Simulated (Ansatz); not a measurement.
# C₆H₁₄AlCl: how energies converge with the basis set

An exercise on one series of results from a longer session: the logs are not shown, and one member is left open.

Program: Ansatz 0.2.0, Gaussian basis. Level of theory: one geometry, several basis sets. These are calculated values, not measurements.

The runs, in order: PBE0-D4/def2-SVP; ωB97M-V/def2-SVP; PBE0-D4/def2-QZVPP; ωB97M-V/def2-QZVPP; the functionals' def2-TZVPP values are taken from earlier runs.

### The relaxed structure

An earlier PBE0-D4 in a triple-zeta def2 set relaxation fixed the geometry.

SMILES `C[CH](C)[Al]([Cl])[CH](C)C`, 22 atoms, charge 0, spin multiplicity 1.

Atoms are counted from 1 here; the program's logs count them from 0.

Bond lengths: C1–C2 1.526 Å, C1–H9 1.094 Å, C1–H10 1.092 Å, C1–H11 1.097 Å, C2–C3 1.532 Å, C2–Al4 1.965 Å, C2–H12 1.102 Å, C3–H13 1.096 Å, C3–H14 1.095 Å, C3–H15 1.094 Å, Al4–Cl5 2.117 Å, Al4–C6 1.965 Å, C6–C7 1.526 Å, C6–C8 1.532 Å, C6–H16 1.102 Å, C7–H17 1.094 Å, C7–H18 1.092 Å, C7–H19 1.097 Å and more. Angles: C2–C1–H9 111.4°, C2–C1–H10 112.3°, C2–C1–H11 111.2°, H9–C1–H10 106.9°, H9–C1–H11 107.1°, H10–C1–H11 107.7°, C1–C2–C3 111.4°, C1–C2–Al4 114.6°, C1–C2–H12 108.0°, C3–C2–Al4 110.6°, C3–C2–H12 107.2°, Al4–C2–H12 104.6°, C2–C3–H13 111.1°, C2–C3–H14 111.5°, C2–C3–H15 112.7°, H13–C3–H14 106.7°, H13–C3–H15 107.2°, H14–C3–H15 107.3° and more.

The first run:

File in.yaml:

```yaml
crystal:
  periodic: [false, false, false]
  atoms:
    - {symbol: C, position_ang: [-1.199519, -2.594534, 1.134739]}
    - {symbol: C, position_ang: [-1.001911, -1.400877, 0.205379]}
    - {symbol: C, position_ang: [-2.273716, -0.552900, 0.107528]}
    - {symbol: Al, position_ang: [0.549163, -0.275059, 0.638462]}
    - {symbol: Cl, position_ang: [1.870589, -0.927060, 2.157867]}
    - {symbol: C, position_ang: [0.936137, 1.425348, -0.266964]}
    - {symbol: C, position_ang: [2.271328, 2.057797, 0.113726]}
    - {symbol: C, position_ang: [0.804226, 1.270804, -1.785117]}
    - {symbol: H, position_ang: [-1.408236, -2.273033, 2.159621]}
    - {symbol: H, position_ang: [-0.316484, -3.236263, 1.177595]}
    - {symbol: H, position_ang: [-2.046121, -3.212053, 0.811259]}
    - {symbol: H, position_ang: [-0.790388, -1.787754, -0.804028]}
    - {symbol: H, position_ang: [-3.122901, -1.152489, -0.241018]}
    - {symbol: H, position_ang: [-2.558071, -0.141479, 1.081808]}
    - {symbol: H, position_ang: [-2.166793, 0.289420, -0.582530]}
    - {symbol: H, position_ang: [0.133010, 2.103646, 0.061995]}
    - {symbol: H, position_ang: [3.112766, 1.424869, -0.184065]}
    - {symbol: H, position_ang: [2.361194, 2.218363, 1.190544]}
    - {symbol: H, position_ang: [2.405437, 3.027231, -0.381143]}
    - {symbol: H, position_ang: [0.910456, 2.237368, -2.291655]}
    - {symbol: H, position_ang: [1.582213, 0.615745, -2.191293]}
    - {symbol: H, position_ang: [-0.161676, 0.852708, -2.084016]}
basis:
  gaussian: {orbitals: def2-SVP}
hamiltonian: {xc: pbe0, dispersion: d4}
output: {orbitals: {seedname: orbitals}}
```

Run with:

```console
ansatz run in.yaml --threads 4 --pin off --events-out ev --progress --plain --max-ram 66560MiB --backend cpu
```

Among the steps run: PBE0-D4 in def2-SVP; ωB97M-V in def2-SVP; PBE0-D4 in def2-QZVPP; ωB97M-V in def2-QZVPP.

One table of the session follows, with a row left open; its other results are not shown here.

It belongs to the step «Density functionals: the series». 

```
functional       basis  HOMO (eV)
   PBE0-D4    def2-SVP          ?
   PBE0-D4  def2-TZVPP      -6.92
   PBE0-D4  def2-QZVPP      -6.93
   ωB97M-V    def2-SVP      -9.05
   ωB97M-V  def2-TZVPP      -9.08
   ωB97M-V  def2-QZVPP      -9.10
```

Estimate the missing values for PBE0-D4, def2-SVP.

**Answer.** HOMO (eV): -6.89. In the column «HOMO (eV)» it is the highest.
